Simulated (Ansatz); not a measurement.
**F2GeH2O: one species, many methods**

The task here is to estimate one member of a computed series from the others.

Program: Ansatz 0.2.0, Gaussian basis. Level of theory: functionals in def2-TZVPP, the program's frozen cores in correlated methods. These are calculated values, not measurements.

Plan: LDA (SPW92), PBE-D4, revPBE-D4, BLYP-D4, r2SCAN-D4, B97M-V, PBE0-D4, B3LYP-D4, r2SCANh-D4, r2SCAN0-D4, HSE06-D4, BHLYP-D4, CAM-B3LYP-D4, LC-ωPBE, ωB97X-V, ωB97M-V, B2PLYP, PBE-QIDH; CCSD(T)/def2-SVP; CCSD(T)/def2-TZVPP; CCSD(T)/def2-QZVPP; extrapolation to the limit; RPA on PBE.

**The geometry**

All runs share one geometry, relaxed beforehand with PBE0-D4 in a triple-zeta def2 set.

6 atoms, charge 0, spin multiplicity 1.

Atoms are counted from 1 here; the program's logs count them from 0.

Bond lengths: O1–Ge2 1.742 Å, O1–H5 0.961 Å, Ge2–F3 1.720 Å, Ge2–F4 1.720 Å, Ge2–H6 1.516 Å. Angles: Ge2–O1–H5 114.0°, O1–Ge2–F3 109.3°, O1–Ge2–F4 109.3°, O1–Ge2–H6 111.4°, F3–Ge2–F4 103.5°, F3–Ge2–H6 111.5°, F4–Ge2–H6 111.5°.

As a file:

```xyz
6
charge 0, multiplicity 1
O     0.0864    1.0490   -0.9099
Ge    0.0759   -0.1023    0.3968
F     1.0428   -1.4591   -0.0315
F    -1.5023   -0.7681    0.5564
H    -0.2077    0.6880   -1.7510
H     0.5468    0.5284    1.6929
```

The first run:

Input file in.yaml:

```yaml
crystal:
  periodic: [false, false, false]
  atoms:
    - {symbol: O, position_ang: [0.086389, 1.048992, -0.909910]}
    - {symbol: Ge, position_ang: [0.075943, -0.102265, 0.396820]}
    - {symbol: F, position_ang: [1.042831, -1.459139, -0.031509]}
    - {symbol: F, position_ang: [-1.502253, -0.768064, 0.556448]}
    - {symbol: H, position_ang: [-0.207652, 0.688041, -1.750968]}
    - {symbol: H, position_ang: [0.546843, 0.528434, 1.692919]}
basis:
  gaussian: {orbitals: def2-TZVPP}
hamiltonian: {xc: lda}
output: {orbitals: {seedname: orbitals}}
```

Run with:

```bash
> ansatz run in.yaml --threads 2 --pin off --events-out ev --progress --plain --max-ram 20480MiB --backend cpu
```

Steps of the session up to this table: LDA; PBE-D4 (GGA); revPBE-D4 (GGA); BLYP-D4 (GGA); r2SCAN-D4 (meta-GGA); B97M-V (meta-GGA); B3LYP-D4 (hybrid); r2SCANh-D4 (hybrid); r2SCAN0-D4 (hybrid); HSE06-D4 (hybrid); BHLYP-D4 (hybrid); CAM-B3LYP-D4 (range-separated); LC-ωPBE (range-separated); ωB97X-V (range-separated); ωB97M-V (range-separated); B2PLYP (double hybrid); PBE-QIDH (double hybrid).

One of the session's tables, all rows but one given; the rest of the session is left out.

It belongs to the step «Orbital energies across the functionals». 

| functional | HOMO (eV) | gap (eV) |
| --- | --- | --- |
| LDA (SPW92) | -8.45 | 6.97 |
| PBE-D4 | -8.22 | 7.02 |
| revPBE-D4 | -8.13 | 7.05 |
| BLYP-D4 | -8.13 | 6.89 |
| r2SCAN-D4 | -8.65 | 7.92 |
| B97M-V | -8.75 | 7.81 |
| PBE0-D4 | ? | ? |
| B3LYP-D4 | -9.76 | 9.20 |
| r2SCANh-D4 | -9.34 | 8.97 |
| r2SCAN0-D4 | -10.38 | 10.54 |
| HSE06-D4 | -9.64 | 9.12 |
| BHLYP-D4 | -11.85 | 12.57 |
| CAM-B3LYP-D4 | -11.61 | 12.37 |
| LC-ωPBE | -13.00 | 15.18 |
| ωB97X-V | -12.63 | 14.64 |
| ωB97M-V | -12.56 | 14.25 |

**Question.** Estimate the row for PBE0-D4.

**Answer.** HOMO (eV): -10.06; gap (eV): 9.91. In the column «HOMO (eV)» it lies between r2SCAN0-D4 (-10.38) and B3LYP-D4 (-9.76).
